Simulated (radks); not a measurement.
# Ionising molybdenum step by step, Mo¹²⁺ to Mo¹⁹⁺

An exercise on one series of results from a longer session: the logs are not shown, and one member is left open.

Program: radks (a radial shooting solver on a logarithmic mesh, Libxc functionals) version 1. Level of theory: scalar-relativistic Kohn-Sham, r2SCAN, spin-polarised, spherical densities, finite nucleus; open shells are filled with parallel spins first. These are calculated values, not measurements, unless marked.

### The atom as given

```
element             : molybdenum (Z = 42)
charges             : 12 to 19
first configuration : [Ar] 3d10 4s2
last configuration  : [Ar] 3d5
```

Outer shells as boxes (Hund's rule):

Mo¹²⁺
```
[Ar] core
3d [↑↓][↑↓][↑↓][↑↓][↑↓]
4s [↑↓]
```

Mo¹⁹⁺
```
[Ar] core
3d [↑ ][↑ ][↑ ][↑ ][↑ ]
```

Set-up of the first run:

Settings of this run:

```text
Z 42
configuration [Ar] 3d10 4s2
relativity scalar-relativistic
functional r2scan,r2scan
spin polarised
nucleus finite rms 4.4091 fm
c 137.035999084
```

Among the steps run: Mo¹²⁺, [Ar] 3d10 4s2; Mo¹³⁺, [Ar] 3d10 4s1; Mo¹⁴⁺, [Ar] 3d10; Mo¹⁵⁺, [Ar] 3d9; Mo¹⁶⁺, [Ar] 3d8; Mo¹⁷⁺, [Ar] 3d7; Mo¹⁸⁺, [Ar] 3d6; Mo¹⁹⁺, [Ar] 3d5.

One table of the session follows, with a row left open; its other results are not shown here.

| species | Δ-SCF (eV) | −ε(HOMO) (eV) |
| --- | --- | --- |
| Mo¹²⁺ | 278.97 | 270.01 |
| Mo¹³⁺ | 303.38 | 294.27 |
| Mo¹⁴⁺ | 545.28 | 520.35 |
| Mo¹⁵⁺ | 596.29 | 570.70 |
| Mo¹⁶⁺ | 648.58 | 622.38 |
| Mo¹⁷⁺ | ? | ? |
| Mo¹⁸⁺ | 756.51 | 729.30 |

Q: Estimate the row for Mo¹⁷⁺ from the others.

As computed: Δ-SCF (eV): 702.05; −ε(HOMO) (eV): 675.29. In the column «Δ-SCF (eV)» it lies between Mo¹⁶⁺ (648.58) and Mo¹⁸⁺ (756.51).

What this shows: Reference values: NIST Atomic Spectra Database (exp. measured, semi-emp. semi-empirical, theory a theoretical value adopted there). The steepest step, after dividing by the final charge, comes at Mo¹⁴⁺ in [Ar] 3d10, where the value goes from 303.38 to 545.28 eV. There the highest level belongs to another shell. Against the measured or semi-empirical entries the Δ-SCF values err by +0.1 % on average (signed), at worst +0.3 % (Mo¹³⁺). Minus the highest eigenvalue gives 95 to 97 % of the Δ-SCF value along the ladder. Open shells are spherical and high-spin; term and fine-structure splittings are not resolved.

**Measured values.**

NIST Atomic Spectra Database reports: ionisation energy of Mo¹³⁺ 302.6 ± 0.04 eV.
